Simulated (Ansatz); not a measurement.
# CH5FOSSi: two geometries relaxed

Program: Ansatz 0.2.0. Level of theory: RKS r2SCAN-D4/6-31G. These are calculated values, not measurements.

### Step 1. The starting structure

Bond lengths: O1–C2 1.370 Å, C2–S3 1.824 Å, C2–Si4 1.894 Å, Si4–F5 1.682 Å, O1–H6 0.974 Å, C2–H7 1.125 Å, S3–H8 1.279 Å, Si4–H9 1.445 Å, Si4–H10 1.449 Å. Angles: O1–C2–S3 107.5°, O1–C2–Si4 119.8°, O1–C2–H7 105.4°, S3–C2–Si4 110.1°, S3–C2–H7 108.4°, Si4–C2–H7 105.1°, C2–O1–H6 110.2°, C2–S3–H8 96.0°, C2–Si4–F5 106.2°, C2–Si4–H9 111.2°, C2–Si4–H10 111.5°, F5–Si4–H9 107.8°, F5–Si4–H10 106.7°, H9–Si4–H10 113.0°.

Coordinates:

```xyz
10

O    -0.4808    1.4344    0.8262
C     0.2487    0.3062    0.5588
S    -0.4838   -1.0614    1.5183
Si    0.5245   -0.2337   -1.2356
F    -0.9696   -0.7575   -1.8041
H    -0.8474    1.3925    1.7276
H     1.2775    0.5127    0.9645
H    -1.5522   -1.1561    0.8216
H     0.9436    0.8792   -2.0566
H     1.4225   -1.3675   -1.3178
```

### Step 2. End point A

input.yaml reads:

```yaml
crystal:
  periodic: [false, false, false]
  atoms:
    - { symbol: O, position_ang: [-0.4808, 1.4344, 0.8262] }
    - { symbol: C, position_ang: [0.2487, 0.3062, 0.5588] }
    - { symbol: S, position_ang: [-0.4838, -1.0614, 1.5183] }
    - { symbol: Si, position_ang: [0.5245, -0.2337, -1.2356] }
    - { symbol: F, position_ang: [-0.9696, -0.7575, -1.8041] }
    - { symbol: H, position_ang: [-0.8474, 1.3925, 1.7276] }
    - { symbol: H, position_ang: [1.2775, 0.5127, 0.9645] }
    - { symbol: H, position_ang: [-1.5522, -1.1561, 0.8216] }
    - { symbol: H, position_ang: [0.9436, 0.8792, -2.0566] }
    - { symbol: H, position_ang: [1.4225, -1.3675, -1.3178] }
basis:
  gaussian: { orbitals: "6-31G" }
hamiltonian:
  xc: r2scan
  dispersion: d4
relax:
  f_tol: 0.015
  max_steps: 40
```

Run with:

```
$ ansatz run input.yaml --threads 1 --pin off --max-ram 2048MiB --backend cpu --events-out ev --progress --plain --runs-dir out
```

Q: Estimate wall time and peak memory on 1 thread of an Arm CPU, shared host.

About 54 s, with a peak of 0.21 GiB.
